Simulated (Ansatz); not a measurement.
# ClFGaH (SMILES [F][GaH][Cl]): a rigid scan of the bond length Ga2–H4

One table from this session's results is given with a row withheld; the runs are named, their logs left out.

The runs use Ansatz 0.2.0, Gaussian basis; single points in def2-TZVPP.

Levels: PBE-D4, r2SCAN-D4, PBE0-D4, B3LYP-D4, wB97M-V, Hartree-Fock, MP2, CCSD, CCSD(T). The scan takes 1.387, 1.418, 1.463, 1.516, 1.575, 1.638, 1.705, 1.776, 1.849 Å.

Cores are frozen in the correlated methods. Filled d shells of the heavier atoms are correlated. B3LYP uses VWN-RPA correlation.

18 further runs of the same task are left out: 18 set aside as unsound or not needed.

### The starting structure

SMILES `[F][GaH][Cl]`, 4 atoms, charge 0, spin multiplicity 1.

Atoms are counted from 1 here; the program's logs count them from 0.

Bond lengths: F1–Ga2 1.878 Å, Ga2–Cl3 1.995 Å, Ga2–H4 1.660 Å. Angles: F1–Ga2–Cl3 102.4°, F1–Ga2–H4 132.9°, Cl3–Ga2–H4 118.3°.

Geometry (Å):

```
F    -1.7519   -0.1453    0.4091
Ga   -0.0140    0.1136   -0.2553
Cl    0.9445   -1.5031    0.4127
H     0.8770    1.4745   -0.5868
```

The first run:

pre/in.yaml reads:

```yaml
crystal:
  periodic: [false, false, false]
  atoms:
    - {symbol: F, position_ang: [-1.751900, -0.145300, 0.409100]}
    - {symbol: Ga, position_ang: [-0.014000, 0.113600, -0.255300]}
    - {symbol: Cl, position_ang: [0.944500, -1.503100, 0.412700]}
    - {symbol: H, position_ang: [0.877000, 1.474500, -0.586800]}
basis:
  gaussian: {orbitals: def2-SVP}
hamiltonian: {xc: pbe, dispersion: d4}
relax: {f_tol: 0.03, max_steps: 250}
```

The command line of these runs was not kept.

Steps of the session up to this table: A first relaxation in a small basis; Finding the minimum; The minimum at every level; Ga2–H4 = 1.387 Å; Ga2–H4 = 1.418 Å; Ga2–H4 = 1.463 Å; Ga2–H4 = 1.516 Å; Ga2–H4 = 1.575 Å; Ga2–H4 = 1.638 Å; Ga2–H4 = 1.705 Å; Ga2–H4 = 1.776 Å; Ga2–H4 = 1.849 Å.

One table of the session follows, with a row left open; its other results are not shown here.

Energies less that of the minimum at the same level (meV):

| bond length (Å) | PBE-D4 | PBE0-D4 | B3LYP-D4 | wB97M-V | Hartree-Fock |
| --- | --- | --- | --- | --- | --- |
| 1.387 | 240 | 225 | 223 | 207 | 259 |
| 1.418 | 149 | 136 | 135 | 121 | 160 |
| 1.463 | 59 | 50 | 50 | 41 | 62 |
| 1.516 | 7 | 4 | 4 | 1 | 7 |
| 1.541 (minimum) | 0 | 0 | 0 | 0 | 0 |
| 1.575 | 5 | 10 | 9 | 14 | 7 |
| 1.638 | 52 | 67 | 66 | 80 | 65 |
| 1.705 | ? | ? | ? | ? | ? |
| 1.776 | 280 | 323 | 316 | 353 | 336 |
| 1.849 | 445 | 505 | 494 | 546 | 534 |

Estimate the missing values for bond length (Å) = 1.705.

Worked estimate for «PBE-D4». A straight line through the neighbours (1.638, 52) and (1.776, 280) gives 52 + (280 − 52) × (1.705 − 1.638) / (1.776 − 1.638) = 163; a parabola fitted to 4 rows on both sides gives 146.

As computed: PBE-D4: 145; PBE0-D4: 173; B3LYP-D4: 170; wB97M-V: 194; Hartree-Fock: 176. In «PBE-D4» the line misses by +18 and the parabola by +1.

Limits of these values: A polynomial through the near points puts the CCSD(T) minimum 0.006 Å below the PBE0-D4 value.
